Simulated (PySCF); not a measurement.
**Co³⁺: dipole response in x2c-TZVPPall plus 1 even-tempered diffuse shell per l**

Aim: the static polarisability and the C₆ coefficient of Co³⁺, method by method.

Program: PySCF 2.14.0. Level of theory: unrestricted determinants in a Gaussian basis, no spin-orbit coupling in the energies. These are calculated values, not measurements, unless marked.

## (1) The atom as given

* Element: cobalt (Z = 27)
* Basis: x2c-TZVPPall with one added diffuse shell each of s, p, d, f type (7s6p5d3f1g, 80 functions)
* Hamiltonian: scalar relativity by spin-free X2C-1e
* State 1: Co³⁺: [Ar] 3d6, high-spin 5D determinant
* Methods: UHF, PBE, PBE0

The outer shells:

Co3+ [Ar] 3d6
```
[Ar] core
3d [↑↓][↑ ][↑ ][↑ ][↑ ]
```

The runs were made by one driver on top of PySCF. The scripts below sum up each run's settings (the driver also hands on starting orbitals that pick excited configurations, and frozen orbitals as a list rather than a count), and the logs come from the driver's own runs. The driver starts from symmetry-adapted Hartree-Fock orbitals, holds the occupation by maximum overlap and uses a logarithmic radial grid for functionals, so a plain start would take other cycles.

The integrals over 80 functions and the set-up took 0.56 s of CPU time.

## (2) Co³⁺: the ladder of methods

**UHF**

input.py reads:

```python
from pyscf import gto, scf, dft, mp, cc
import basis_set_exchange as bse
mol = gto.M(atom="Co 0 0 0", charge=3, spin=4, symmetry="D2h",
            basis=gto.basis.parse(bse.get_basis("x2c-TZVPPall", elements=["Co"], fmt="nwchem", augment_diffuse=1)),
            nucmod="G")
mf = scf.UHF(mol).sfx2c1e()
mf.irrep_nelec = {'Ag': (5, 3), 'B1g': (1, 1), 'B2g': (1, 0), 'B3g': (1, 0), 'B1u': (2, 2), 'B2u': (2, 2), 'B3u': (2, 2)}
mf.kernel()
```

The program printed:

```text
damping factor = 0
level_shift factor = 0
DIIS = <class 'pyscf.scf.diis.CDIIS'>
diis_start_cycle = 1
diis_space = 10
diis_damp = 0
SCF conv_tol = 1e-09
SCF conv_tol_grad = None
number electrons alpha = 14  beta = 10
cycle= 1 E= -1389.89894747405  delta_E= -0.00491  |g|= 0.0261  |ddm|= 0.0265
cycle= 2 E= -1389.89903811549  delta_E= -9.06e-05  |g|= 0.00439  |ddm|= 0.00427
cycle= 3 E= -1389.89904169251  delta_E= -3.58e-06  |g|= 0.000607  |ddm|= 0.00134
cycle= 4 E= -1389.89904181779  delta_E= -1.25e-07  |g|= 0.000268  |ddm|= 0.000342
cycle= 5 E= -1389.89904184319  delta_E= -2.54e-08  |g|= 4.53e-05  |ddm|= 0.00018
cycle= 6 E= -1389.89904184427  delta_E= -1.08e-09  |g|= 4.86e-06  |ddm|= 4.91e-05
cycle= 7 E= -1389.89904184428  delta_E= -1.5e-11  |g|= 7.6e-07  |ddm|= 6.85e-06
converged SCF energy = -1389.89904184428  <S^2> = 6.002782  2S+1 = 5.0011127
```

It used 6.4 s of CPU time after the integrals (shared host).

Orbital energies by shell (radii are means over both spins):

```csv
shell,electrons,mean orbital energy (eV),spread (eV),rms radius (bohr)
1s α,1,-7815.6,0,0.0649
1s β,1,-7815.5,0,0.0649
2s α,1,-1006.4,0,0.276
2s β,1,-1002.4,0,0.276
2p α,3,-864.07,1.135,0.249
2p β,3,-860.08,0.008,0.249
3s α,1,-169.30,0,0.825
3s β,1,-158.53,0,0.825
3p α,3,-126.74,2.333,0.875
3p β,3,-113.79,1.668,0.875
3d α,5,-58.276,2.757,1.03
3d β,1,-52.077,0,1.03
```

⟨S²⟩ = 6.003, ⟨L²⟩ = 6.01.

The driver then solved the coupled dipole response at imaginary frequencies: mean α = 1.596 bohr³ (xx, yy, zz: 1.659, 1.659, 1.469), C₆ = 3.756 au for a like pair.

**PBE**

Changes to input.py:

```diff
@@ -5,3 +5,3 @@
             nucmod="G")
-mf = scf.UHF(mol).sfx2c1e()
+mf = dft.UKS(mol, xc="PBE").sfx2c1e()
 mf.irrep_nelec = {'Ag': (5, 3), 'B1g': (1, 1), 'B2g': (1, 0), 'B3g': (1, 0), 'B1u': (2, 2), 'B2u': (2, 2), 'B3u': (2, 2)}
```

The program printed:

```text
damping factor = 0
level_shift factor = 0
DIIS = <class 'pyscf.scf.diis.CDIIS'>
diis_start_cycle = 1
diis_space = 10
diis_damp = 0
SCF conv_tol = 1e-09
SCF conv_tol_grad = None
number electrons alpha = 14  beta = 10
XC functionals = PBE
    J. P. Perdew, K. Burke, and M. Ernzerhof.,  Phys. Rev. Lett. 77, 3865 (1996)
    J. P. Perdew, K. Burke, and M. Ernzerhof.,  Phys. Rev. Lett. 78, 1396 (1997)
    J. P. Perdew, K. Burke, and M. Ernzerhof.,  Phys. Rev. Lett. 77, 3865 (1996)
    J. P. Perdew, K. Burke, and M. Ernzerhof.,  Phys. Rev. Lett. 78, 1396 (1997)
cycle= 1 E= -1390.79594495765  delta_E= -0.00907  |g|= 0.067  |ddm|= 0.113
cycle= 2 E= -1390.79579260396  delta_E= 0.000152  |g|= 0.0753  |ddm|= 0.0441
cycle= 3 E= -1390.79668471129  delta_E= -0.000892  |g|= 0.00134  |ddm|= 0.0235
cycle= 4 E= -1390.79668493278  delta_E= -2.21e-07  |g|= 8.92e-05  |ddm|= 0.00038
cycle= 5 E= -1390.79668493504  delta_E= -2.25e-09  |g|= 1.36e-05  |ddm|= 5.52e-05
cycle= 6 E= -1390.79668493507  delta_E= -3.55e-11  |g|= 1.1e-06  |ddm|= 5.37e-06
converged SCF energy = -1390.79668493507  <S^2> = 6.0008306  2S+1 = 5.0003322
```

It used 5.2 s of CPU time after the integrals (shared host).

The driver then solved the coupled dipole response at imaginary frequencies: mean α = 1.877 bohr³ (xx, yy, zz: 1.959, 1.959, 1.713), C₆ = 4.463 au for a like pair.

**PBE0**

Changes to input.py:

```diff
@@ -5,3 +5,3 @@
             nucmod="G")
-mf = dft.UKS(mol, xc="PBE").sfx2c1e()
+mf = dft.UKS(mol, xc="PBE0").sfx2c1e()
 mf.irrep_nelec = {'Ag': (5, 3), 'B1g': (1, 1), 'B2g': (1, 0), 'B3g': (1, 0), 'B1u': (2, 2), 'B2u': (2, 2), 'B3u': (2, 2)}
```

The program printed:

```text
damping factor = 0
level_shift factor = 0
DIIS = <class 'pyscf.scf.diis.CDIIS'>
diis_start_cycle = 1
diis_space = 10
diis_damp = 0
SCF conv_tol = 1e-09
SCF conv_tol_grad = None
number electrons alpha = 14  beta = 10
XC functionals = PBE0
    C. Adamo and V. Barone.,  J. Chem. Phys. 110, 6158 (1999)
    M. Ernzerhof and G. E. Scuseria.,  J. Chem. Phys. 110, 5029 (1999)
cycle= 1 E= -1390.84425090228  delta_E= -0.00607  |g|= 0.0316  |ddm|= 0.0745
cycle= 2 E= -1390.84430453011  delta_E= -5.36e-05  |g|= 0.0256  |ddm|= 0.0182
cycle= 3 E= -1390.84440453872  delta_E= -0.0001  |g|= 0.00206  |ddm|= 0.00866
cycle= 4 E= -1390.84440529455  delta_E= -7.56e-07  |g|= 0.000166  |ddm|= 0.000789
cycle= 5 E= -1390.84440530548  delta_E= -1.09e-08  |g|= 1.09e-05  |ddm|= 0.000119
cycle= 6 E= -1390.84440530553  delta_E= -4.62e-11  |g|= 6.09e-07  |ddm|= 9.47e-06
converged SCF energy = -1390.84440530553  <S^2> = 6.0011366  2S+1 = 5.0004546
```

CPU time 9.5 s on a shared host, the integrals not counted.

The driver then solved the coupled dipole response at imaginary frequencies: mean α = 1.779 bohr³ (xx, yy, zz: 1.855, 1.855, 1.628), C₆ = 4.217 au for a like pair.

Radial density 4πr²ρ of Co³⁺ at UHF:

```csv
r (bohr),density,spin density
0.000956,0.215,0.000
0.00161,0.544,0.000
0.00270,1.36,0.000
0.00455,3.28,0.000
0.00765,7.44,0.000
0.0129,15.1,0.000
0.0217,25.8,0.001
0.0364,32.7,0.002
0.0613,28.5,0.008
0.103,26.9,0.048
0.173,36.7,0.300
0.292,22.7,1.453
0.490,15.5,3.763
0.825,16.0,3.903
1.39,3.81,1.343
2.33,0.207,0.098
3.92,0.00201,0.001
```

## (3) The response side by side

Co³⁺, in atomic units:

```csv
method,mean α,C₆ (like pair),S(−4)
UHF,1.596,3.756,0.7868
PBE,1.877,4.463,1.342
PBE0,1.779,4.217,1.125
```

α(iu) at PBE0:

```csv
u (hartree),α(iu) (bohr³)
0,1.779
0.0500,1.776
0.100,1.768
0.200,1.736
0.300,1.688
0.500,1.562
0.750,1.391
1.00,1.234
1.50,0.9817
2.00,0.7961
3.00,0.5484
5.00,0.2971
```

## (4) Results

| quantity | value |
| --- | --- |
| α of Co³⁺ | 1.596 (UHF) to 1.877 (PBE) bohr³ |

In words: A single London oscillator with the computed α and C₆ of Co³⁺ at UHF would have ω = 4 C₆ / (3 α²) = 1.97 hartree. All values hold for this basis alone; no basis-set limit was taken.
